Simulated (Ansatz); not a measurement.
**GeHBr (singlet): wave-function methods side by side, cc-pVDZ**

An exercise on one series of results from a longer session: the logs are not shown, and one member is left open.

Method: cc-pVDZ, core rule «outside noble gas», up to 28 orbitals frozen; program: Ansatz 0.2.0, Gaussian basis.

The runs, in order: UHF; CCSD(T) on RHF; BCCD(T) on RHF; CISD; CCSDT(Q) on RHF; CCSDTQ on RHF; CASSCF and MRCISD+Q, 12 electrons in 9 orbitals; CASSCF and NEVPT4(SD), 12 electrons in 9 orbitals; CASSCF and NEVPT2, 12 electrons in 9 orbitals.

3 further runs of the same task are left out: 3 set aside as unsound or not needed.

## What is computed

The geometry is a PBE0/def2-TZVP stationary point (not a proven minimum). No spin-orbit coupling is included. The filled d shell of Ge, Br may be among the frozen orbitals whatever the setting's name suggests; the logs give the count.

3 atoms, charge 0, spin multiplicity 1.

Atoms are counted from 1 here; the program's logs count them from 0.

Bond lengths: Ge1–Br2 2.339 Å, Ge1–H3 1.598 Å. Angles: Br2–Ge1–H3 93.3°.

As a file:

```xyz
3
BrGeH
Ge    0.0000   -0.0382    1.2160
Br    0.0000    0.0151   -1.1224
H     0.0000    1.5551    1.3441
```

The first run:

File in.yaml:

```yaml
crystal:
  periodic: [false, false, false]
  atoms:
    - {symbol: Ge, position_ang: [0.000000, -0.038171, 1.216039]}
    - {symbol: Br, position_ang: [0.000000, 0.015084, -1.122445]}
    - {symbol: H, position_ang: [0.000000, 1.555115, 1.344104]}
basis:
  gaussian: {orbitals: cc-pVDZ}
magnetization: {spin_polarized: true, initial_magnetization: 0}
hamiltonian: {xc: hf}
output: {orbitals: {seedname: orbitals}}
```

Launch:

```bash
$ ansatz run in.yaml --threads 1 --pin off --events-out ev --progress --plain --max-ram 4096MiB --backend cpu
```

Among the steps run: UHF; CCSD(T) on RHF; BCCD(T) on RHF; CISD; CCSDT(Q) on RHF; CCSDTQ on RHF; CASSCF and MRCISD+Q, 12 electrons in 9 orbitals; CASSCF and NEVPT4(SD), 12 electrons in 9 orbitals; CASSCF and NEVPT2, 12 electrons in 9 orbitals.

One of the session's tables, all rows but one given; the rest of the session is left out.

```
            method  from RCCSDTQ (kcal/mol)
               RHF                  +140.67
              RMP2                   +21.82
              CISD                   +15.32
             RCCSD                    +4.13
          RCCSD(T)                    +0.77
           BCCD(T)                        ?
            RCCSDT                    +0.30
         RCCSDT(Q)                    -0.01
           RCCSDTQ                        0
    CASSCF valence                  +110.82
    NEVPT2 valence                   +24.81
NEVPT4(SD) valence                    +2.64
    MRCISD valence                    +8.77
  MRCISD+Q valence                    +0.66
```

Estimate the missing values for BCCD(T).

**Answer.** from RCCSDTQ (kcal/mol): +0.75. In the column «from RCCSDTQ (kcal/mol)» it lies between MRCISD+Q valence (+0.66) and RCCSD(T) (+0.77).
